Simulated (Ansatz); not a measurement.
# CH5BClN (SMILES CNBCl): HF/STO-3G

What is the vertical ionisation energy of CH5BClN at HF/STO-3G? 

The calculation is run with Ansatz 0.2.0.

128 further runs of the same task are left out: 128 set aside as unsound or not needed.

## Step 1: Starting point

CH5BClN has 9 atoms, charge 0, and is taken as a singlet. As SMILES, `CNBCl`. The shape is that of a PBE0-D4/def2-TZVP optimisation. This is one conformer, not always the lowest.

Bond lengths: C1–N2 1.445 Å, N2–B3 1.381 Å, B3–Cl4 1.771 Å, C1–H5 1.094 Å, C1–H6 1.094 Å, C1–H7 1.090 Å, N2–H8 1.009 Å, B3–H9 1.192 Å. Some angles: C1–N2–B3 126.0°, N2–B3–Cl4 119.6°, C1–N2–H8 115.0°, B3–N2–H8 119.0°, N2–C1–H5 111.4°, N2–C1–H6 111.4°, N2–C1–H7 109.2°, N2–B3–H9 121.5°, Cl4–B3–H9 118.9°, H5–C1–H6 108.3°.

## Step 2: A single-point energy at HF/STO-3G

job.yaml reads:

```yaml
crystal:
  periodic: [false, false, false]
  atoms:
    - symbol: C
      position_ang: [0.510100, 0.482100, -0.973400]
    - symbol: N
      position_ang: [-0.407900, -0.226000, -0.111700]
    - symbol: B
      position_ang: [-0.261100, -0.415200, 1.248200]
    - symbol: Cl
      position_ang: [-1.495300, -1.314500, 2.144800]
    - symbol: H
      position_ang: [0.907000, -0.170400, -1.756500]
    - symbol: H
      position_ang: [0.027900, 1.338900, -1.452800]
    - symbol: H
      position_ang: [1.346700, 0.849900, -0.380000]
    - symbol: H
      position_ang: [-1.220500, -0.605500, -0.573900]
    - symbol: H
      position_ang: [0.681600, 0.014200, 1.838200]
basis:
  gaussian:
    orbitals: STO-3G
accuracy: high
magnetization:
  spin_polarized: false
  initial_magnetization: 0
hamiltonian:
  xc: hf
output: {orbitals: {seedname: orbitals}}
```

Launch:

```sh
$ ansatz run job.yaml --threads 1 --pin off --max-ram 3480MiB --events-out events.jsonl --progress --plain --runs-dir runs
```

What it wrote:

```text
Warning: RAYON_NUM_THREADS=1 ignored (pool sized by the plan → 1); use --threads N
Functional definition: HF
  name "HF"
  exchange = exact_x
  correlation = 0
560 factors; integrals over basis functions are off by at most 1.2e-8 eV
mean field evaluation 1: about -15593.3352 eV, gradient 1.8e1 eV
mean field evaluation 2: about -15593.4900 eV, gradient 1.8e1 eV
mean field evaluation 4: about -15594.8973 eV, gradient 1.3e0 eV
mean field evaluation 8: about -15594.9034 eV, gradient 2.7e-2 eV
mean field -15594.90343047 eV, -573.1021304645 hartree, gradient 6.3e-9 eV, S^2 0.000000; 0 other end points of the search recorded, 0 dependent functions left out
reference -15594.90343047 eV, -573.1021304645 hartree; 20, 20 occupied and 9, 9 virtual orbitals, 560 factors
Total energy: -15594.90343047 eV, -573.1021304645 hartree
```

Wall time 0.2 s (1 thread of Arm Neoverse V2, shared host).

## Step 3: The doublet cation at the same level

input.yaml reads:

```yaml
crystal:
  periodic: [false, false, false]
  atoms:
    - {symbol: C, position_ang: [0.510100, 0.482100, -0.973400]}
    - {symbol: "N", position_ang: [-0.407900, -0.226000, -0.111700]}
    - {symbol: B, position_ang: [-0.261100, -0.415200, 1.248200]}
    - {symbol: Cl, position_ang: [-1.495300, -1.314500, 2.144800]}
    - {symbol: H, position_ang: [0.907000, -0.170400, -1.756500]}
    - {symbol: H, position_ang: [0.027900, 1.338900, -1.452800]}
    - {symbol: H, position_ang: [1.346700, 0.849900, -0.380000]}
    - {symbol: H, position_ang: [-1.220500, -0.605500, -0.573900]}
    - {symbol: H, position_ang: [0.681600, 0.014200, 1.838200]}
basis:
  gaussian: {orbitals: STO-3G}
accuracy: high
hamiltonian: {xc: hf}
output: {orbitals: {seedname: orbitals}}
total_charge: 1
magnetization: {spin_polarized: true, initial_magnetization: 1}
```

Launch:

```sh
$ ansatz run input.yaml --threads 1 --pin off --max-ram 3480MiB --events-out events.jsonl --progress --plain --runs-dir runs
```

What it wrote:

```text
Warning: RAYON_NUM_THREADS=1 ignored (pool sized by the plan → 1); use --threads N
[... 4 set-up lines as earlier in the session ...]
560 factors; integrals over basis functions are off by at most 1.2e-8 eV
mean field evaluation 1: about -15584.3316 eV, gradient 1.4e1 eV
mean field evaluation 2: about -15584.4625 eV, gradient 1.4e1 eV
mean field evaluation 4: about -15586.9579 eV, gradient 2.3e0 eV
mean field evaluation 8: about -15587.0832 eV, gradient 1.8e-4 eV
mean field evaluation 16: about -15585.2825 eV, gradient 5.5e0 eV
mean field -15587.07983397 eV, -572.8146185961 hartree, gradient 1.8e-8 eV, S^2 0.766717; 0 other end points of the search recorded, 0 dependent functions left out
reference -15587.07983397 eV, -572.8146185961 hartree; 20, 19 occupied and 9, 10 virtual orbitals, 560 factors
Total energy: -15587.07983397 eV, -572.8146185961 hartree
```

It took 0.28 s on 1 thread of Arm Neoverse V2, shared host.

## Step 4: Outcome

Level: HF/STO-3G.

```
                                          quantity          value
                     singlet CH5BClN: total energy  -573.10213 Eh
                      singlet CH5BClN: HOMO energy       -9.47 eV
                      singlet CH5BClN: LUMO energy        8.17 eV
                    singlet CH5BClN: HOMO–LUMO gap       17.64 eV
                      doublet cation: total energy  -572.81462 Eh
doublet cation: HOMO energy (highest over α and β)      -16.64 eV
 doublet cation: LUMO energy (lowest over α and β)       -6.26 eV
                              doublet cation: ⟨S²⟩          0.767
vertical ionisation energy (to the doublet cation)       7.824 eV
```

**Reading.** The vertical ionisation energy comes to 7.82 eV (180 kcal/mol). The negative HOMO energy of the first species, 9.47 eV, lies 1.65 eV above that difference. In a minimal basis such a difference can be off by several eV, whatever the method.
